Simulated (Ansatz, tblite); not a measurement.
# The cluster Ta₂H₂O₆: one state, many levels

How do method and basis change the picture of the cluster Ta₂H₂O₆ (singlet)?

Computed with Ansatz 0.2.0, Gaussian basis. Level: as each input shows.

The runs, in order: GFN1-xTB, GFN2-xTB, PBE-D4/def2-TZVP, r2SCAN-D4/def2-TZVP, HSE06-D4/def2-TZVP, B3LYP-D4/def2-TZVP, B97M-V/def2-TZVP, PBE-D4/def2-SVP, PBE0-D4/def2-SVP, PBE0-D4/def2-TZVPD, PBE-D4/def2-TZVPD, HSE06-D4/def2-TZVPD, CCSD(T)/def2-SVP, MP2/def2-TZVP, RPA/def2-TZVP.

2 further runs of the same task are left out: 2 set aside as unsound or not needed. Runs told in other sessions of the task aren't counted.

## (1) The geometry

The geometry is that of the singlet, from an earlier relaxation (PBE-D4/def2-SVP). At that level it is the lowest of the isomers that a small search found.

10 atoms, charge 0, spin multiplicity 1.

Bond lengths: Ta1–O4 2.314 Å, Ta1–O5 2.015 Å, Ta1–O6 1.906 Å, Ta1–O7 2.006 Å, Ta1–O8 1.736 Å, Ta2–O3 1.735 Å, Ta2–O4 1.993 Å, Ta2–O7 1.904 Å, Ta2–H9 1.802 Å, O4–O5 1.468 Å, O6–H10 0.973 Å. Angles: O4–Ta1–O5 38.9°, O4–Ta1–O6 143.5°, O4–Ta1–O7 77.6°, O4–Ta1–O8 101.2°, O5–Ta1–O6 108.5°, O5–Ta1–O7 108.6°, O5–Ta1–O8 110.8°, O6–Ta1–O7 110.7°, O6–Ta1–O8 108.2°, O7–Ta1–O8 110.0°, O3–Ta2–O4 117.2°, O3–Ta2–O7 108.8°, O3–Ta2–H9 107.6°, O4–Ta2–O7 88.4°, O4–Ta2–H9 119.1°, O7–Ta2–H9 114.5°, Ta1–O4–Ta2 89.9°, Ta1–O4–O5 59.5° and more.

Ta takes a core potential in the def2 sets. No spin-orbit coupling is included.

PBE0-D4/def2-TZVP was run before; its log isn't repeated, and its numbers join the tables.

## (2) GFN1-xTB

Tight binding, by tblite at 300 K electronic temperature and without a spin-polarisation term:

```python
tblite.interface.Calculator('GFN1-xTB', numbers, positions, charge=0, uhf=0).singlepoint()
```

Energy -908.0226 eV, HOMO -11.72 eV, LUMO -8.09 eV; 0.008 s.

## (3) GFN2-xTB

Tight binding, by tblite at 300 K electronic temperature and without a spin-polarisation term:

```python
tblite.interface.Calculator('GFN2-xTB', numbers, positions, charge=0, uhf=0).singlepoint()
```

Energy -797.4580 eV, HOMO -12.34 eV, LUMO -9.25 eV; 0.008 s.

## (4) PBE-D4/def2-TZVP

start.molden holds the orbitals of an earlier run on this state, given as this run's starting guess.

Input file in.yaml:

```yaml
crystal:
  periodic: [false, false, false]
  atoms:
    - {symbol: Ta, position_ang: [0.114257, 0.212480, -1.071005]}
    - {symbol: Ta, position_ang: [0.186695, -0.242869, 1.944134]}
    - {symbol: O, position_ang: [-1.120714, -1.188385, 2.583346]}
    - {symbol: O, position_ang: [-0.294167, 1.376217, 0.886697]}
    - {symbol: O, position_ang: [-1.248050, 1.435322, -0.227934]}
    - {symbol: O, position_ang: [-0.726642, -0.743296, -2.489920]}
    - {symbol: O, position_ang: [0.795058, -1.051043, 0.330671]}
    - {symbol: O, position_ang: [1.432560, 1.124547, -1.738386]}
    - {symbol: H, position_ang: [1.440279, -0.107382, 3.231234]}
    - {symbol: H, position_ang: [-0.579276, -0.815603, -3.448839]}
basis:
  gaussian: {orbitals: def2-TZVP, initial_orbitals: start.molden}
hamiltonian: {xc: pbe, dispersion: d4}
scf: {omitted_lower_state_checks: [starts]}
output: {orbitals: {seedname: orbitals}}
```

Command:

```console
$ ansatz run in.yaml --threads 4 --pin off --events-out ev --progress --plain --max-ram 4787MiB
```

The runs that follow: r2SCAN-D4/def2-TZVP; HSE06-D4/def2-TZVP; B3LYP-D4/def2-TZVP; B97M-V/def2-TZVP; PBE-D4/def2-SVP; PBE0-D4/def2-SVP; PBE0-D4/def2-TZVPD; PBE-D4/def2-TZVPD; HSE06-D4/def2-TZVPD; CCSD(T)/def2-SVP; MP2/def2-TZVP; RPA/def2-TZVP.

Before running them: what should the planned runs give, taken together? Wanted: gap in def2-TZVP, named functionals, smallest and largest; correlation energy, CCSD(T)/def2-SVP; correlation energy, MP2/def2-TZVP; binding an atom, CCSD(T)/def2-SVP; PBE0 total energy, smallest basis above largest.

As calculated:

```
                                                 quantity                                value
gap in def2-TZVP, named functionals, smallest and largest  3.29 eV (PBE-D4), 5.86 eV (PBE0-D4)
                     correlation energy, CCSD(T)/def2-SVP                            -48.13 eV
                        correlation energy, MP2/def2-TZVP                            -59.00 eV
                        binding an atom, CCSD(T)/def2-SVP                             4.725 eV
          PBE0 total energy, smallest basis above largest      15.97 eV (def2-SVP, def2-TZVPD)
```

Over the named functionals in def2-TZVP the gap runs from 3.29 eV (PBE-D4) to 5.86 eV (PBE0-D4); exact exchange widens it. The functionals in def2-TZVP miss CCSD(T)/def2-SVP by +0.209 (PBE0-D4) to +0.575 eV (PBE-D4) an atom. The yardstick is in a double-zeta basis, so levels in larger sets aren't compared like for like. The reference is CCSD(T) in one finite basis, so it carries an error of its own, often a tenth of an eV or more, and near misses can't be ranked.
